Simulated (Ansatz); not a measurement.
Runs of Ansatz 0.2.0 on Cu2BrCl. It takes space group R-3m (No. 166, trigonal). The conventional cell has a = 3.711 Å, b = 3.711 Å, c = 18.143 Å, α = 90.00°, β = 90.00°, γ = 120.00°. Br (site symmetry -3m) has 6 Cu at 2.64 Å as nearest neighbours. Around Cu (site symmetry 3m) lie 3 Cl at 2.61 Å and 3 Br at 2.64 Å. Around Cl (site symmetry -3m) lie 6 Cu at 2.61 Å. The cell comes from a database or a generator and needn't be the stable form of this composition.

```tsv
level	U	hubbard projectors	double counting	gap on the mesh (eV)	pressure (GPa)	largest force (eV/Å)
PBE+U	Cu d U = 6 eV	ortho-atomic (the default)	fll (the default)	1.62	(b)	0.13
PBE+U	Cu d U = 1 eV	ortho-atomic (the default)	fll (the default)	(c)	1.4	0.12
PBE+U	Cu d U = 5 eV	ortho-atomic (the default)	fll (the default)	1.43	(d)	0.13
PBE	-	-	-	0.20	1.1	(a)
PBE+U	Cu d U = 4 eV	ortho-atomic (the default)	fll (the default)	1.23	2.2	0.12
```

Alike in all rows: task projected density of states; potentials or basis Ansatz PAW; no spin polarisation; cell as given; k mesh 8 × 8 × 8; cutoff (eV) 420; smearing fermi-dirac 0.05 eV.

Question: Fill in the values left out.

Answer: (a) 0.11; (b) 2.7; (c) 0.48; (d) 2.5.

Caveats: the density of states is complete only up to the lowest level of the last band computed.

A k mesh can miss the band edges, and the runs leave out spin-orbit coupling on Br.
